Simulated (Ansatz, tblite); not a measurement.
**B(OPMe3)Cl3 (C3H9BCl3OP): spin-state energies by level**

Is the singlet the ground state of B(OPMe3)Cl3 (C3H9BCl3OP)? Other spin states are computed and compared level by level.

Computed with Ansatz 0.2.0, Gaussian basis. Level: as each input shows.

Levels to be run: triplet, at the geometry of the singlet (GFN1-xTB, GFN2-xTB, PBE0-D4/def2-TZVP, PBE-D4/def2-TZVP, r2SCAN-D4/def2-TZVP); the singlet's energies come from earlier runs.

3 further runs of the same task are left out: 1 that didn't finish, 2 set aside as unsound or not needed.

### Step 1. The structure

The singlet was relaxed beforehand with r2SCAN-D4/def2-SVP.

18 atoms, charge 0, spin multiplicity 1.

Bond lengths: B1–O2 1.506 Å, B1–Cl16 1.820 Å, B1–Cl17 1.893 Å, B1–Cl18 1.859 Å, O2–P3 1.565 Å, P3–C4 1.798 Å, P3–C5 1.796 Å, P3–C6 1.797 Å, C4–H7 1.101 Å, C4–H8 1.100 Å, C4–H9 1.100 Å, C5–H10 1.100 Å, C5–H11 1.100 Å, C5–H12 1.100 Å, C6–H13 1.100 Å, C6–H14 1.099 Å, C6–H15 1.101 Å. Angles: O2–B1–Cl16 107.3°, O2–B1–Cl17 107.6°, O2–B1–Cl18 107.6°, Cl16–B1–Cl17 111.6°, Cl16–B1–Cl18 113.0°, Cl17–B1–Cl18 109.5°, B1–O2–P3 127.9°, O2–P3–C4 110.7°, O2–P3–C5 104.9°, O2–P3–C6 114.5°, C4–P3–C5 108.6°, C4–P3–C6 109.3°, C5–P3–C6 108.6°, P3–C4–H7 110.8°, P3–C4–H8 107.8°, P3–C4–H9 108.7°, H7–C4–H8 110.7°, H7–C4–H9 109.9° and more.

### Step 2. Triplet at the fixed geometry, GFN1-xTB

Tight binding, by tblite at 300 K electronic temperature and without a spin-polarisation term:

```python
tblite.interface.Calculator('GFN1-xTB', numbers, positions, charge=0, uhf=2).singlepoint()
```

Energy -888.0639 eV; 0.12 s.

### Step 3. Triplet at the fixed geometry, GFN2-xTB

Tight binding, by tblite at 300 K electronic temperature and without a spin-polarisation term:

```python
tblite.interface.Calculator('GFN2-xTB', numbers, positions, charge=0, uhf=2).singlepoint()
```

Energy -880.7448 eV; 0.14 s.

### Step 4. Triplet at the fixed geometry, PBE0-D4/def2-TZVP

in.yaml reads:

```yaml
crystal:
  periodic: [false, false, false]
  atoms:
    - {symbol: B, position_ang: [0.816685, -1.216071, -1.943041]}
    - {symbol: O, position_ang: [0.981373, -0.810487, -0.502049]}
    - {symbol: P, position_ang: [0.041773, 0.103865, 0.352593]}
    - {symbol: C, position_ang: [0.528639, 1.828805, 0.208162]}
    - {symbol: C, position_ang: [0.302879, -0.424582, 2.049643]}
    - {symbol: C, position_ang: [-1.706181, -0.055037, -0.033440]}
    - {symbol: H, position_ang: [-0.068172, 2.461572, 0.882373]}
    - {symbol: H, position_ang: [0.384840, 2.132583, -0.838919]}
    - {symbol: H, position_ang: [1.596138, 1.915946, 0.459323]}
    - {symbol: H, position_ang: [1.376512, -0.359229, 2.279453]}
    - {symbol: H, position_ang: [-0.266891, 0.199796, 2.753435]}
    - {symbol: H, position_ang: [-0.012828, -1.474234, 2.143010]}
    - {symbol: H, position_ang: [-1.871328, 0.299707, -1.061132]}
    - {symbol: H, position_ang: [-1.983712, -1.117775, 0.011877]}
    - {symbol: H, position_ang: [-2.295958, 0.536919, 0.683451]}
    - {symbol: Cl, position_ang: [2.444482, -1.772163, -2.537785]}
    - {symbol: Cl, position_ang: [0.207892, 0.301031, -2.898435]}
    - {symbol: Cl, position_ang: [-0.476152, -2.550637, -2.008500]}
basis:
  gaussian: {orbitals: def2-TZVP}
magnetization: {spin_polarized: true, initial_magnetization: 2}
hamiltonian: {xc: pbe0, dispersion: d4}
scf: {omitted_lower_state_checks: [starts]}
output: {orbitals: {seedname: orbitals}}
```

On the command line:

```console
ansatz run in.yaml --threads 4 --pin off --events-out ev --progress --plain --max-ram 4787MiB
```

Output:

```text
Functional definition: PBE0
  name "PBE0"
  cite "Adamo & Barone, J. Chem. Phys. 110, 6158 (1999) doi:10.1063/1.478522"
  cite "Perdew, Burke & Ernzerhof, Phys. Rev. Lett. 77, 3865 (1996) doi:10.1103/PhysRevLett.77.3865"
  parent pbe
  parameter a = 0.25
  parameter kappa = 0.804
  parameter beta = 0.06672455060314922
  exchange = (1 - a)*pbe_x(kappa = kappa, mu = beta*pi^2/3) + a*exact_x
  correlation = pbe_c(beta = beta)
these checks for a lower state are left out or cut short: starts
2342 factors; their error is unknown
the host lacks memory for fits, so the integrals are decomposed
2304 factors; integrals over basis functions are off by at most 1.3e-3 eV
mean field evaluation 1: about -52802.5310 eV, gradient 6.0e1 eV
mean field evaluation 2: about -52765.3676 eV, gradient 1.0e2 eV
mean field evaluation 4: about -52817.0681 eV, gradient 6.7e0 eV
mean field evaluation 8: about -52817.4423 eV, gradient 9.7e-1 eV
mean field evaluation 16: about -52817.6248 eV, gradient 6.8e-2 eV
mean field evaluation 32: about -52817.6252 eV, gradient 1.7e-3 eV
mean field -52817.62523008 eV, -1941.0119261333 hartree, gradient 9.6e-6 eV, S^2 2.007508; 0 other end points of the search recorded, 0 dependent functions left out
reference -52817.62527243 eV, -1941.0119276894 hartree; 54, 52 occupied and 303, 305 virtual orbitals, 2304 factors
Total energy: -52818.21514549 eV, -1941.0336051246 hartree
Checks for a lower state left out: starts
```

Wall time 2.2 min (4 threads of Intel Xeon at 2.50GHz, shared host); peak memory 2.3 GiB.

Report: HOMO -0.69 eV, LUMO -6.97 eV (over both spins; with the spin held, an empty level of the minority spin lies below the top filled one); ⟨S²⟩ 2.008 (pure: 2.00).

### Step 5. Triplet at the fixed geometry, PBE-D4/def2-TZVP

start.molden holds the orbitals of an earlier run on this state, given as this run's starting guess.

in.yaml, as its differences from that of step 4:

```diff
@@ -22,5 +22,5 @@
 basis:
-  gaussian: {orbitals: def2-TZVP}
+  gaussian: {orbitals: def2-TZVP, initial_orbitals: start.molden}
 magnetization: {spin_polarized: true, initial_magnetization: 2}
-hamiltonian: {xc: pbe0, dispersion: d4}
+hamiltonian: {xc: pbe, dispersion: d4}
 scf: {omitted_lower_state_checks: [starts]}
```

Launched as before.

Output:

```text
Functional definition: PBE
  name "PBE"
  cite "Perdew, Burke & Ernzerhof, Phys. Rev. Lett. 77, 3865 (1996) doi:10.1103/PhysRevLett.77.3865"
  parent pbe
  parameter kappa = 0.804
  parameter beta = 0.06672455060314922
  exchange = pbe_x(kappa = kappa, mu = beta*pi^2/3)
  correlation = pbe_c(beta = beta)
these checks for a lower state are left out or cut short: starts
2294 factors; their error is unknown
mean field evaluation 1: about -52813.5103 eV, gradient 1.3e1 eV
mean field evaluation 2: about -52813.7238 eV, gradient 3.4e-1 eV
mean field evaluation 4: about -52813.6188 eV, gradient 4.1e0 eV
mean field evaluation 8: about -52813.7162 eV, gradient 2.5e-1 eV
mean field evaluation 16: about -52813.7176 eV, gradient 2.3e-5 eV
mean field -52813.71763820 eV, -1940.8683247801 hartree, gradient 1.4e-6 eV, S^2 2.003004; 0 other end points of the search recorded, 0 dependent functions left out
reference -52813.71769473 eV, -1940.8683268577 hartree; 54, 52 occupied and 303, 305 virtual orbitals, 2294 factors
Total energy: -52814.40062834 eV, -1940.8934242051 hartree
Checks for a lower state left out: starts
```

Wall time 78 s (4 threads of Intel Xeon at 2.50GHz, shared host); peak memory 2.1 GiB.

Report: HOMO -0.40 eV, LUMO -7.29 eV (over both spins; with the spin held, an empty level of the minority spin lies below the top filled one); ⟨S²⟩ 2.003 (pure: 2.00).

### Step 6. Triplet at the fixed geometry, r2SCAN-D4/def2-TZVP

in.yaml, as its differences from that of step 5:

```diff
@@ -24,3 +24,3 @@
 magnetization: {spin_polarized: true, initial_magnetization: 2}
-hamiltonian: {xc: pbe, dispersion: d4}
+hamiltonian: {xc: r2scan, dispersion: d4}
 scf: {omitted_lower_state_checks: [starts]}
```

Same command.

Output (excerpt; [...] marks lines left out):

```text
Functional definition: r2SCAN
  name "r2SCAN"
  cite "Furness, Kaplan, Ning, Perdew & Sun, J. Phys. Chem. Lett. 11, 8208 (2020) doi:10.1021/acs.jpclett.0c02405"
  cite "Furness, Kaplan, Ning, Perdew & Sun, J. Phys. Chem. Lett. 11, 9248 (2020) doi:10.1021/acs.jpclett.0c03077"
  parent r2scan
[...]
2294 factors; their error is unknown
[...]
mean field -52834.53138980 eV, -1941.6332160437 hartree, gradient 7.4e-6 eV, S^2 2.007610; 0 other end points of the search recorded, 0 dependent functions left out
reference -52834.53140794 eV, -1941.6332167102 hartree; 54, 52 occupied and 303, 305 virtual orbitals, 2294 factors
Total energy: -52834.71335015 eV, -1941.6399029629 hartree
Checks for a lower state left out: starts
```

It took 2.6 min on 4 threads of Intel Xeon at 2.50GHz, shared host; peak memory 2.2 GiB.

From the report: HOMO -0.35 eV, LUMO -7.50 eV (over both spins; with the spin held, an empty level of the minority spin lies below the top filled one); ⟨S²⟩ 2.008 (pure: 2.00).

### Step 7. Triplet less singlet, vertical

The singlet's energies are those of its earlier runs, whose logs aren't repeated here.

```csv
level,"triplet less singlet, vertical (kcal/mol)",time
GFN1-xTB,+155.9,0.17 s
GFN2-xTB,+179.3,0.18 s
PBE-D4/def2-TZVP,+145.4,95 s
r2SCAN-D4/def2-TZVP,+155.8,3 min
PBE0-D4/def2-TZVP,+164.5,2.7 min
```

Times add the two runs; a level without a time comes out of a correlated run. Tight binding without a spin term can't rank spin states.

### Step 8. Results

```
                                                quantity                                         value
triplet less singlet, vertical, functionals in def2-TZVP  +145.4 (PBE-D4) to +164.5 kcal/mol (PBE0-D4)
```

All functionals put the triplet above the singlet, over a spread of 19.0 kcal/mol. The checks for a lower triplet were left out, so another state of that spin may lie lower. These are electronic energies, without zero-point motion, entropy or surroundings.
